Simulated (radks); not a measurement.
# H⁻ held by a Watson sphere

An exercise on one series of results from a longer session: the logs are not shown, and one member is left open.

Program: radks (a radial shooting solver on a logarithmic mesh, Libxc functionals) version 1. Level of theory: non-relativistic Kohn-Sham, LDA (Slater exchange, Perdew-Wang correlation), spin-polarised, spherical densities, point nucleus. These are calculated values, not measurements, unless marked.

## What is computed

- element: hydrogen (Z = 1)
- charge: -1
- electrons: 2
- configuration: [He]

Outer shells as boxes (Hund's rule):

H⁻
```
1s [↑↓]
```

Set-up of the first run:

The run's settings:

```text
Z 1
configuration [He]
relativity non-relativistic
functional lda,pw
spin polarised
nucleus point
watson charge 1 radius 1.46 bohr
response adiabatic LDA kernel
```

Among the steps run: R = 1.46 bohr; R = 1.64 bohr; R = 1.83 bohr; R = 1.93 bohr; R = 2.08 bohr; R = 2.1 bohr; R = 2.16 bohr; R = 2.2 bohr; R = 2.52 bohr.

One table of the session follows, with a row left open; its other results are not shown here.

```
R (bohr)  highest level (eV)  its <r> (bohr)  sum of <r²> (bohr²)  α (bohr³)
    1.46              -8.211           1.622                6.959      10.01
    1.64              -7.699           1.694                7.590      11.82
    1.83                   ?               ?                    ?          ?
    1.93              -6.987           1.800                8.596      15.07
    2.08              -6.663           1.850                9.108      16.91
     2.1              -6.621           1.857                9.175      17.16
    2.16              -6.500           1.876                9.377      17.93
     2.2              -6.421           1.889                9.511      18.46
    2.52              -5.845           1.984                10.56      22.91
```

Q: Estimate the row for R (bohr) = 1.83 from the others.

Worked estimate for «highest level (eV)». A straight line through the neighbours (1.64, -7.699) and (1.93, -6.987) gives -7.699 + (-6.987 + 7.699) × (1.83 − 1.64) / (1.93 − 1.64) = -7.233; a parabola fitted to 4 rows on both sides gives -7.217.

The run gave: highest level (eV): -7.219; its <r> (bohr): 1.764; sum of <r²> (bohr²): 8.252; α (bohr³): 13.90. In «highest level (eV)» the line misses by -0.014 and the parabola by +0.002.

A wider sphere makes a shallower well, so the ion swells. Response by self-consistent Sternheimer equations with the Hartree and adiabatic LDA kernel.
